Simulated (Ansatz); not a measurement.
# Ga3Sb: the cost of one run

Method: DFT PBEsol+D3(BJ), scalar-relativistic, plane waves, PAW, in Ansatz 0.2.0.

## 1. The starting structure

The structure is tetragonal, space group I4/mmm (No. 139). Conventional cell: a = 4.186 Å, b = 4.186 Å, c = 8.949 Å, α = 90.00°, β = 90.00°, γ = 90.00°. Ga (site symmetry -4m2) is surrounded by 8 Ga at 2.96 to 3.06 Å and 4 Sb at 3.06 Å. Ga (site symmetry 4/mmm) has 4 Sb at 2.96 Å and 8 Ga at 3.06 Å as nearest neighbours. Around Sb (site symmetry 4/mmm) lie 12 Ga at 2.96 to 3.06 Å.

Structure file:

```
CELL_PARAMETERS angstrom
-2.09285 2.09285 4.47465
2.09285 -2.09285 4.47465
2.09285 2.09285 -4.47465
ATOMIC_POSITIONS crystal
Ga 0.75000 0.25000 0.50000
Ga 0.25000 0.75000 0.50000
Ga 0.50000 0.50000 0.00000
Sb 0.00000 0.00000 0.00000
```

It goes back to an entry of the Materials Project, which need not be the stable form.

It is the result of an earlier relaxation at this level (volume 19.60 Å³/atom; gap on the mesh: none (metal)).

## 2. The cell scaled to 0.97 of its volume

File input.yaml:

```yaml
crystal:
  lattice:
    - [-2.0717088123, 2.0717088123, 4.4294455703]
    - [2.0717088123, -2.0717088123, 4.4294455703]
    - [2.0717088123, 2.0717088123, -4.4294455703]
  atoms:
    - { symbol: Ga, position: [0.75, 0.25, 0.5] }
    - { symbol: Ga, position: [0.25, 0.75, 0.5] }
    - { symbol: Ga, position: [0.5, 0.5, 0.0] }
    - { symbol: Sb, position: [0.0, 0.0, 0.0] }
basis:
  ecutwfc: 420
kpoints:
  mp_grid: { grid: [14, 14, 14] }
hamiltonian:
  xc: pbesol
  dispersion: d3bj
scf:
  occupations: { method: gaussian, width: 0.1 }
output:
  forces: true
  stress: true
  eigenvalues: true
relax:
  adjacent_minimum: "off"
  f_tol: 0.01
  max_steps: 30
  cell: { stress_tol: 0.1, fix: [volume] }
```

Launch:

```
> ansatz run input.yaml --threads 1 --pin off --max-ram 2560MiB --backend cpu --events-out ev --progress --plain --runs-dir out
```

What time and memory should one allow on 1 thread of Intel Xeon 6975P-C (Granite Rapids), shared host?

About 38 s, with a peak of 0.77 GiB.
